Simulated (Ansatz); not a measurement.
# Ta4NiO11 (Cmmm) in Ansatz: band structure with PBE

Aim: the band structure of Ta4NiO11 with PBE.

Program: Ansatz 0.2.0. These are calculated values, not measurements. Logs are shortened: lines on timing, memory, paths and dates and some standing lists are left out, and cuts for length are marked.

### 1 The structure

The structure is orthorhombic, space group Cmmm (No. 65). Conventional cell: a = 3.910 Å, b = 29.659 Å, c = 3.886 Å, α = 90.00°, β = 90.00°, γ = 90.00°. Ta (site symmetry m2m) has 5 O at 1.91 to 2.02 Å as nearest neighbours. Ta (site symmetry m2m) is surrounded by 5 O at 1.91 to 1.99 Å. Around Ni (site symmetry mmm) lie 4 O at 1.88 to 1.95 Å. O (site symmetry m2m) has 2 Ta at 1.91 Å as nearest neighbours. O (site symmetry m2m) has 3 Ta at 2.02 to 2.21 Å as nearest neighbours. O (site symmetry m2m) is surrounded by 1 Ni at 1.88 Å and 2 Ta at 1.99 Å. O (site symmetry mmm) is surrounded by 2 Ni at 1.95 Å and 2 Ta at 2.24 Å. Around O (site symmetry m2m) lie 2 Ta at 1.95 Å.

The cell was built by a generator and needn't be a form met in nature.

### 2 Band structure, PBE, non-collinear spin, ferromagnetic start, spin-orbit coupling

Contents of input.yaml:

```yaml
crystal:
  lattice:
    - [1.95495, -14.82973, 0.0]
    - [1.95495, 14.82973, 0.0]
    - [0.0, 0.0, 3.8859]
  atoms:
    - { symbol: Ta, position: [0.20437, 0.79563, 0.0] }
    - { symbol: Ta, position: [0.92451, 0.07549, 0.0] }
    - { symbol: Ta, position: [0.07549, 0.92451, 0.0] }
    - { symbol: Ta, position: [0.79563, 0.20437, 0.0] }
    - { symbol: Ni, position: [0.5, 0.5, 0.0], spin: 0.999, spin_axis: [0.577, 0.577, 0.577] }
    - { symbol: O, position: [0.13987, 0.86013, 0.0] }
    - { symbol: O, position: [0.72107, 0.27893, 0.0] }
    - { symbol: O, position: [0.43645, 0.56355, 0.0] }
    - { symbol: O, position: [0.56355, 0.43645, 0.0] }
    - { symbol: O, position: [0.0, 0.0, 0.0] }
    - { symbol: O, position: [0.86013, 0.13987, 0.0] }
    - { symbol: O, position: [0.27893, 0.72107, 0.0] }
    - { symbol: O, position: [0.9279, 0.0721, 0.5] }
    - { symbol: O, position: [0.0721, 0.9279, 0.5] }
    - { symbol: O, position: [0.79436, 0.20564, 0.5] }
    - { symbol: O, position: [0.20564, 0.79436, 0.5] }
hamiltonian:
  xc: pbe
  pseudopotentials: { kind: paw_fr }
magnetization:
  noncollinear: true
  spin_orbit: true
kpoints:
  mp_grid: { grid: [5, 5, 5] }
  band_path:
    path:
      - [[0.0, 0.0, 0.0], [0.2543445503, 0.2543445503, 0.0], [0.0, 0.5, 0.0], [0.0, 0.5, 0.5], [0.2543445503, 0.2543445503, 0.5], [0.0, 0.0, 0.5], [0.0, 0.0, 0.0], [-0.5, 0.5, 0.0], [-0.2543445503, 0.7456554497, 0.0], [-0.2543445503, 0.7456554497, 0.5], [-0.5, 0.5, 0.5], [-0.5, 0.5, 0.0]]
      - [[0.0, 0.0, 0.5], [-0.5, 0.5, 0.5]]
    npoints: 10
scf:
  occupations: { method: fermi_dirac, width: 0.05 }
  n_extra_bands: 40
output:
  forces: true
  stress: true
  eigenvalues: true
  fatbands: true
```

Potentials or basis: Ansatz PAW.

Run with:

```bash
> ansatz run input.yaml --threads 8 --pin off --max-ram 20480MiB --backend cpu --events-out ev --progress --plain --runs-dir out
```

What it wrote:

```text
Warning: output.stress: scf.convergence.dr2_threshold = 1e-7 eV (the SCF's general default) is looser than the 1.6e-9 eV advised for a printed stress (1e-10 eV for each atom of the cell: 16). What an SCF threshold leaves in a stress goes as its square root, and in the free energy as the threshold itself, and one threshold admits the most on a small cell: of the crystals measured, under no hybrid functional and no lock of the moments, on runs that ended without the residual-converged pass, on stresses that held no estimate of that error, the worst erred by over 100 MPa in a component at 1e-7 eV an atom and by under 5 at 1e-10. Set scf.convergence.dr2_threshold to 1.6e-9 eV or tighter. The threshold is an SCF's pass mark: one that does not reach it within its budget of iterations ends unconverged, or closes short of it on a stop that the run arms, and scf.convergence.dr2_threshold's page says what that costs each kind of run
Warning: RAYON_NUM_THREADS=8 ignored (pool sized by the plan → 8); use --threads N
basis.fft_grid_basis auto: the FFT boxes are laid along the combinations [[1, 1, 0], [0, 1, 0], [0, 0, 1]] of the cell's own vectors, 3.910, 14.958 and 3.886 Å long. The dense box has 27×100×27 points. Along the cell's own vectors, as sized, it would have 100×100×27, 3.70 times as many. basis.fft_grid_basis: typed keeps the cell's own vectors: state it where this run's energies or levels are differenced outside the engine with another run's, or held beside a run that keeps those vectors.
[... 155 lines left out ...]
  k-point 0: bands = ["-95.4026", "-95.0059", "-61.0475", "-61.0475", "-61.0400", "-61.0400", "-60.9252", "-60.9252", "-60.9247", "-60.9246", "-57.2644", "-57.1898", "-55.2938", "-55.2783", "-54.5863", "-54.2042", "-33.9677", "-33.9677", "-33.9332", "-33.9332", "-33.8431", "-33.8430", "-33.8419", "-33.8418", "-25.4571", "-25.4571", "-25.3263", "-25.3262", "-25.2870", "-25.2870", "-25.2580", "-25.2580", "-25.2288", "-25.2287", "-25.2068", "-25.2067", "-25.1180", "-25.1175", "-25.1160", "-25.1155", "-11.7234", "-11.7113", "-11.5079", "-11.5075", "-11.4263", "-11.4255", "-10.8542", "-10.8542", "-10.7169", "-10.6567", "-10.4783", "-10.4782", "-10.2628", "-10.2618", "-10.1854", "-10.1794", "-10.1783", "-10.1590", "-10.1225", "-10.1181", "-10.1049", "-10.1036", "1.1650", "1.1742", "1.1826", "1.1831", "1.7718", "1.7724", "1.9099", "1.9821", "2.1072", "2.1116", "2.6396", "2.6439", "2.6499", "2.6595", "2.8355", "2.8356", "3.5858", "3.5890", "3.7216", "3.7640", "3.8696", "3.8781", "3.8962", "3.9161", "4.0028", "4.0062", "4.0477", "4.0477", "4.1067", "4.1100", "4.2402", "4.2404", "4.4828", "4.4845", "4.5025", "4.5119", "4.6745", "4.6785", "5.0648", "5.0648", "5.2830", "5.2899", "5.3010", "5.4255", "5.4650", "5.4781", "5.6577", "5.6618", "5.6989", "5.7015", "5.7571", "5.7651", "5.7713", "5.7714", "5.9115", "5.9141", "5.9166", "5.9349", "5.9416", "5.9454", "5.9564", "5.9613", "6.0239", "6.0343", "6.0881", "6.0904", "6.2752", "6.5822", "6.6887", "6.7858", "6.9081", "7.0330", "7.3659", "7.4586", "7.5314", "7.8072", "8.8638", "8.8640", "9.1230", "9.1318", "9.1353", "9.1378", "9.2859", "9.2888", "9.4519", "9.4520", "9.5765", "9.5858", "10.3705", "10.3737", "10.4577", "10.4577", "11.1066", "11.1070", "11.2403", "11.2519", "11.7568", "11.7990", "11.9324", "11.9338", "12.1201", "12.1203", "12.7881", "12.7883", "12.8843", "12.9162", "13.6888", "13.6924", "13.7103", "13.7123", "14.0983", "14.0996", "14.1424", "14.1508"]
  k-point 1: bands = ["-95.4026", "-95.0059", "-61.0473", "-61.0473", "-61.0399", "-61.0399", "-60.9250", "-60.9250", "-60.9245", "-60.9245", "-57.2644", "-57.1898", "-55.2938", "-55.2783", "-54.5864", "-54.2042", "-33.9715", "-33.9715", "-33.9372", "-33.9372", "-33.8470", "-33.8469", "-33.8458", "-33.8456", "-25.4581", "-25.4580", "-25.3280", "-25.3279", "-25.2870", "-25.2870", "-25.2630", "-25.2630", "-25.2563", "-25.2563", "-25.2430", "-25.2430", "-25.1563", "-25.1559", "-25.1538", "-25.1534", "-11.6877", "-11.6755", "-11.4548", "-11.4547", "-11.3943", "-11.3935", "-10.8341", "-10.8341", "-10.7040", "-10.6416", "-10.4135", "-10.4135", "-10.1808", "-10.1553", "-9.8601", "-9.8600", "-9.7602", "-9.7600", "-9.7427", "-9.7386", "-9.7158", "-9.7133", "1.1796", "1.1887", "1.1962", "1.1967", "1.7982", "1.7990", "1.9258", "1.9982", "2.1321", "2.1361", "2.6413", "2.6483", "2.6619", "2.6651", "2.7235", "2.7248", "2.9567", "2.9594", "3.0347", "3.0636", "3.2984", "3.3040", "3.4675", "3.4688", "3.5065", "3.5083", "3.8122", "3.8123", "3.8486", "3.8486", "4.0413", "4.0457", "4.2187", "4.2193", "4.2737", "4.2987", "4.4399", "4.4464", "4.5024", "4.5191", "4.5381", "4.5410", "4.6624", "4.6683", "4.7851", "4.7978", "4.9819", "4.9819", "5.0982", "5.1004", "5.1455", "5.1945", "5.2124", "5.2165", "5.2244", "5.2334", "5.3846", "5.3862", "5.4531", "5.4561", "5.6880", "5.7419", "5.9816", "6.0401", "6.1012", "6.1036", "6.3018", "6.5226", "6.6565", "6.8360", "6.9830", "7.0799", "7.3442", "7.4699", "7.5054", "7.8586", "9.9859", "9.9864", "10.1555", "10.1569", "10.2311", "10.2339", "10.2636", "10.2637", "10.3438", "10.3438", "10.4328", "10.4343", "10.6726", "10.6734", "10.7094", "10.7104", "11.5829", "11.5832", "11.6811", "11.6897", "11.9835", "11.9846", "12.1513", "12.1618", "12.1867", "12.2186", "13.0293", "13.0295", "13.1838", "13.2111", "13.7572", "13.7616", "13.9710", "13.9731", "14.5114", "14.5120", "14.7128", "14.7258"]
  k-point 2: bands = ["-95.4025", "-95.0059", "-61.0470", "-61.0470", "-61.0396", "-61.0396", "-60.9247", "-60.9247", "-60.9242", "-60.9242", "-57.2644", "-57.1898", "-55.2938", "-55.2783", "-54.5865", "-54.2044", "-33.9777", "-33.9777", "-33.9437", "-33.9437", "-33.8533", "-33.8532", "-33.8521", "-33.8520", "-25.4630", "-25.4629", "-25.3430", "-25.3429", "-25.3188", "-25.3188", "-25.2906", "-25.2905", "-25.2845", "-25.2843", "-25.2529", "-25.2528", "-25.2130", "-25.2129", "-25.2124", "-25.2121", "-11.6454", "-11.6334", "-11.3980", "-11.3979", "-11.3591", "-11.3582", "-10.8150", "-10.8150", "-10.6882", "-10.6245", "-10.3764", "-10.3764", "-10.1647", "-10.1389", "-9.0719", "-9.0719", "-8.9540", "-8.9530", "-8.9385", "-8.9360", "-8.9181", "-8.9157", "1.1968", "1.2049", "1.2177", "1.2184", "1.3849", "1.3852", "1.4986", "1.4992", "1.5351", "1.5376", "1.5476", "1.5491", "1.8987", "1.9003", "1.9726", "2.0440", "2.2122", "2.2197", "2.2452", "2.2465", "2.6937", "2.6969", "2.7595", "2.7813", "2.8442", "2.8500", "2.8935", "2.9212", "3.1068", "3.1180", "3.8126", "3.8320", "3.8754", "3.8762", "4.0405", "4.0428", "4.0814", "4.0834", "4.1480", "4.1644", "4.2913", "4.2958", "4.3120", "4.3126", "4.3899", "4.3905", "4.4600", "4.4629", "4.5055", "4.5128", "4.5959", "4.6013", "4.6420", "4.6447", "4.8512", "4.8535", "4.8948", "4.9283", "5.1245", "5.1252", "5.6200", "5.7045", "6.2753", "6.2919", "6.2942", "6.4560", "6.4915", "6.5107", "6.6463", "6.8853", "7.0959", "7.1350", "7.3136", "7.4699", "7.5524", "8.0033", "10.3158", "10.3190", "10.3917", "10.3918", "11.6735", "11.6737", "11.7944", "11.7958", "11.8233", "11.8237", "11.8586", "11.8588", "12.0153", "12.0162", "12.0642", "12.0646", "12.0995", "12.0999", "12.1920", "12.1926", "12.8639", "12.8647", "12.8865", "12.8913", "13.1504", "13.1892", "13.2780", "13.2785", "13.5873", "13.6006", "13.9057", "13.9199", "14.5301", "14.5501", "14.5531", "14.5575", "14.9437", "14.9463"]
  k-point 62: bands = ["-95.4026", "-95.0059", "-61.0464", "-61.0464", "-61.0403", "-61.0403", "-60.9248", "-60.9248", "-60.9242", "-60.9242", "-57.2644", "-57.1898", "-55.2939", "-55.2783", "-54.5864", "-54.2042", "-33.9721", "-33.9721", "-33.9443", "-33.9443", "-33.8516", "-33.8515", "-33.8495", "-33.8494", "-25.4661", "-25.4661", "-25.3631", "-25.3631", "-25.3131", "-25.3131", "-25.2933", "-25.2932", "-25.2586", "-25.2586", "-25.2496", "-25.2496", "-25.1700", "-25.1698", "-25.1629", "-25.1627", "-11.3784", "-11.3615", "-11.1983", "-11.1980", "-11.0560", "-11.0552", "-10.6853", "-10.6627", "-10.5907", "-10.5640", "-10.3144", "-10.3095", "-10.1701", "-10.1414", "-9.8407", "-9.8406", "-9.7627", "-9.7624", "-9.7349", "-9.7304", "-9.7080", "-9.7055", "0.9433", "0.9487", "1.0416", "1.0545", "1.1180", "1.1220", "1.6622", "1.6693", "1.7420", "1.7438", "2.2726", "2.2809", "2.5400", "2.6070", "2.7887", "2.7922", "2.9144", "2.9234", "3.0119", "3.0311", "3.1613", "3.1712", "3.3185", "3.3205", "3.4059", "3.4091", "3.4765", "3.4779", "3.5889", "3.5896", "3.7649", "3.7660", "3.8416", "3.8437", "3.9028", "3.9045", "3.9915", "4.0042", "4.0871", "4.0928", "4.1784", "4.1836", "4.2374", "4.2417", "4.5128", "4.6013", "4.6785", "4.6942", "4.7675", "4.7829", "5.2314", "5.2411", "5.4398", "5.5272", "5.6249", "5.6482", "5.8205", "5.8254", "5.8741", "5.8828", "5.8855", "5.8907", "5.9738", "5.9977", "6.0554", "6.0742", "6.4613", "6.6354", "6.8085", "6.9520", "7.1470", "7.3334", "7.4638", "7.4877", "8.2446", "8.5329", "9.7882", "9.7916", "9.8749", "9.8782", "10.2371", "10.2378", "10.4198", "10.4236", "10.6546", "10.6550", "10.8177", "10.8189", "10.8390", "10.8402", "10.9286", "10.9292", "11.2448", "11.2461", "11.4841", "11.4850", "11.7149", "11.7154", "11.8643", "11.8708", "12.8915", "12.9350", "13.3037", "13.3058", "13.6724", "13.6825", "14.0945", "14.1039", "14.7343", "14.7433", "15.1563", "15.1581", "15.4508", "15.4538"]
```

Run time: 33 min. Hardware: 8 threads of Arm Neoverse V1, shared host; peak memory 7.3 GiB.

Results:

* Free energy: -51914.3636 eV
* Pressure: -0.4 GPa
* Largest force: 0.101 eV/Å
* Band gap on the k mesh: none (metal or under the smearing width)
* Net moment: 0.40 μB per cell
* Absolute moment: 0.47 μB per cell

Forces in eV/Å, atoms in the order of the input:
```
Ta   0.000  0.031  0.000
Ta   0.000 -0.022  0.000
Ta   0.000  0.022  0.000
Ta   0.000 -0.031  0.000
Ni   0.000  0.000  0.000
O    0.000 -0.014  0.000
O    0.000 -0.009  0.000
O    0.000 -0.101  0.000
O    0.000  0.101  0.000
O    0.000  0.000  0.000
O    0.000  0.014  0.000
O    0.000  0.009  0.000
O    0.000 -0.004  0.000
O    0.000  0.004  0.000
O    0.000  0.010  0.000
O    0.000 -0.010  0.000
```

Levels at the corners of the path, in eV from the Fermi level:
```tsv
point	band 134	band 135	band 136	band 137	band 138	band 139
Γ	-0.90	-0.57	-0.48	-0.41	-0.13	0.93
X	-0.66	-0.49	0.12	1.11	1.28	1.29
S	-0.66	-0.49	0.12	1.12	1.28	1.29
R	-0.38	-0.26	0.19	1.18	1.35	2.29
A	-0.38	-0.26	0.19	1.18	1.35	2.30
Z	-0.79	-0.63	-0.47	-0.36	0.10	2.39
Γ	-0.90	-0.57	-0.48	-0.41	-0.13	0.93
Y	-0.90	-0.57	-0.48	-0.41	-0.13	0.92
X1	-0.66	-0.49	0.12	1.11	1.28	1.29
A1	-0.38	-0.26	0.19	1.18	1.35	2.30
T	-0.79	-0.63	-0.47	-0.36	0.10	2.34
Y	-0.90	-0.57	-0.48	-0.41	-0.13	0.92
Z	-0.79	-0.63	-0.47	-0.36	0.10	2.39
T	-0.79	-0.63	-0.47	-0.36	0.10	2.34
```

Moments on the atoms (μB; x, y, z):
```
Ta  0.00 0.00 0.00
Ta  0.00 0.00 0.00
Ta  0.00 0.00 0.00
Ta  0.00 0.00 0.00
Ni  0.32 0.00 0.00
O   0.00 0.00 0.00
O   0.00 0.00 0.00
O   0.01 0.00 0.00
O   0.01 0.00 0.00
O   0.09 0.00 0.00
O   0.00 0.00 0.00
O   0.00 0.00 0.00
O   0.00 0.00 0.00
O   0.00 0.00 0.00
O   0.00 0.00 0.00
O   0.00 0.00 0.00
```

Caveat: the pressure holds a Pulay correction of +0.6 GPa for the finite cutoff; semilocal functionals often make such compounds metallic where correlation or magnetic order opens a gap, which also shifts bond lengths; the thresholds are loose for stress. With open d or f shells a metallic result of PBE can be an artefact of self-interaction; +U or a hybrid may open a gap.
